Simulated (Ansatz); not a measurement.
## H₆Si₂Te, SMILES [SiH3][SiH2][TeH]: an atomisation energy

Computed with Ansatz 0.2.0 through its Python package.

The script, `tae_h6si2te.py`:
```python
# -*- coding: utf-8 -*-
"""Atomisation energy of H6Si2Te at the given geometry."""

from collections import Counter

import ansatz


def single_point(molecule, charge=0, unpaired=0):
    calc = (
        molecule.calculation()
        .basis(gaussian="def2-SVPD")
        .functional("pbe0")
    )
    if charge:
        calc = calc.charge(charge)
    if unpaired:
        calc = calc.spin("collinear", total=unpaired)
    return calc.run(threads=1, pin="off").report["free_energy_ev"]

geometry_ang = [
    ("Si", (-0.6817, 0.9474, -0.982)),
    ("Si", (0.1349, -0.7267, 0.1393)),
    ("Te", (1.3412, 0.1403, 2.103)),
    ("H", (-1.3877, 0.4963, -2.1678)),
    ("H", (0.3558, 1.8746, -1.4544)),
    ("H", (-1.6503, 1.7525, -0.1224)),
    ("H", (-0.9164, -1.6115, 0.5911)),
    ("H", (1.1001, -1.4515, -0.7356)),
    ("H", (1.7926, -1.4677, 2.6116)),
]
geometry = ansatz.Crystal.molecule()
for symbol, xyz in geometry_ang:
    geometry = geometry.atom(symbol, xyz)

# Hund ground states
unpaired = {"Si": 2, "Te": 2, "H": 1}
counts = Counter(site.symbol for site in geometry.cartesian_sites)
atom_energy = {s: single_point(ansatz.Crystal.molecule().atom(s, (0, 0, 0)), 0, unpaired[s]) for s in counts}
whole = single_point(geometry, 0, 0)
for s, e in atom_energy.items():
    print(f"{s:2s} x{counts[s]}  {e:14.5f} eV")
print(f"H6Si2Te: {whole:.5f} eV")
split = sum(counts[s] * e for s, e in atom_energy.items()) - whole
print(f"atomisation energy (no zero-point term): {96.485332 * split:.1f} kJ/mol, {split / sum(counts.values()):.3f} eV an atom")
```

```console
$ python tae_h6si2te.py
Si x2     -7868.24738 eV
Te x1     -7292.30075 eV
H  x6       -13.61361 eV
H6Si2Te: -23134.63621 eV
atomisation energy (no zero-point term): 2331.0 kJ/mol, 2.684 eV an atom
```

2331.0 kJ/mol from the electronic energies, without the zero-point term.

Reading the output:
- Total energies depend on the basis set; only differences at equal settings carry meaning.
- The geometry is a force-field or estimated start, not a minimum of this method, and the basis set is short of its limit. All parts are taken at fixed geometry, without zero-point energy.
- def2 sets replace the cores of elements past krypton by effective core potentials.
- The spin-orbit lowering of heavy atoms is left out.
- Finished in 8.9 s on 1 thread of Arm Neoverse V1, with other jobs on the host, peak memory 0.32 GiB.
